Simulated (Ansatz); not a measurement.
# Ru (Ruthenium): the cost of one run

Computed with the Python package of Ansatz 0.2.0. Level of theory: DFT PBE, plane waves, PAW.

## Step 1: The structure

Symmetry: P6_3/mmc, No. 194, hexagonal system. Conventional cell: a = 2.706 Å, b = 2.706 Å, c = 4.282 Å, α = 90.00°, β = 90.00°, γ = 120.00°. Ru (site symmetry -6m2) has 12 Ru at 2.65 to 2.71 Å as nearest neighbours.

The script holds or builds the structure itself.

## Step 2: Script

Contents of ru.py:

```python
"""Equation of state of Ru."""

import logging
import sys
import warnings

import ansatz as az
import numpy as np
from scipy.optimize import curve_fit

logging.basicConfig(stream=sys.stdout, format="%(name)s: %(message)s")
log = logging.getLogger("ansatz_job")
log.setLevel(logging.INFO)

VECTORS = np.array([
    [2.7058, 0.0, 0.0],
    [-1.3529, 2.343292, 0.0],
    [0.0, 0.0, 4.2819],
])
SITES = [
    ("Ru", (1 / 3, 2 / 3, 0.25)),
    ("Ru", (2 / 3, 1 / 3, 0.75)),
]


def on_lattice(cell):
    crystal = az.Crystal(lattice=az.Lattice.of(cell))
    for symbol, position in SITES:
        crystal = crystal.atom(symbol, position)
    return crystal

def vinet(v, e0, v0, b0, b1):
    eta = (v / v0) ** (1 / 3)
    return e0 + 2 * b0 * v0 / (b1 - 1) ** 2 * (2 - (5 + 3 * b1 * (eta - 1) - 3 * eta) * np.exp(-1.5 * (b1 - 1) * (eta - 1)))

warnings.simplefilter("ignore", az.DeckWarning)

# scale the volume, keep shape and fractions
volumes, energies = [], []
for scale in np.linspace(0.92, 1.08, 7):
    cell = VECTORS * scale ** (1 / 3)
    calc = (
        on_lattice(cell).calculation()
        .pseudopotentials("paw")
        .occupations("cold", width=0.1)
        .scf(tolerance=1e-08)
        .basis(500)
        .kpoints(11, 11, 6)
    )
    summary = calc.run(threads=1, pin="off").report
    volumes.append(abs(np.linalg.det(cell)) / len(SITES))
    energies.append(summary["free_energy_ev"] / len(SITES))
    log.info(f"V = {volumes[-1]:8.4f} A^3/atom  F = {energies[-1]:.5f} eV/atom")

guess = (min(energies), volumes[int(np.argmin(energies))], 0.5, 4.5)
(e0, v0, b0, b1), _ = curve_fit(vinet, np.array(volumes), np.array(energies), p0=guess, maxfev=20000)
log.info(f"Vinet fit: V0 = {v0:.4f} A^3/atom, B0 = {160.21766 * b0:.1f} GPa, B1 = {b1:.2f}")
print("largest residual", round(1000 * float(np.abs(vinet(np.array(volumes), e0, v0, b0, b1) - energies).max()), 3), "meV/atom")
```

## Step 3: What the engine is handed

The engine receives this input (first run):

```yaml
crystal:
  lattice:
    - [2.6316308459829805, 0.0, 0.0]
    - [-1.3158154229914902, 2.2790596157680354, 0.0]
    - [0.0, 0.0, 4.16452809498652]
  atoms:
    - { symbol: Ru, position: [0.3333333333333333, 0.6666666666666666, 0.25] }
    - { symbol: Ru, position: [0.6666666666666666, 0.3333333333333333, 0.75] }
basis:
  ecutwfc: 500.0
kpoints:
  mp_grid:
    grid: [11, 11, 6]
hamiltonian:
  pseudopotentials:
    kind: paw
scf:
  convergence:
    dr2_threshold: 1.0e-08
  occupations:
    method: cold
    width: 0.1
```

## Step 4: The run

Command:

```sh
python ru.py
```

Q: Estimate wall time and peak memory on 1 thread of Intel Xeon 6975P-C (Granite Rapids), shared host.

About 7.3 s, with a peak of 0.45 GiB.
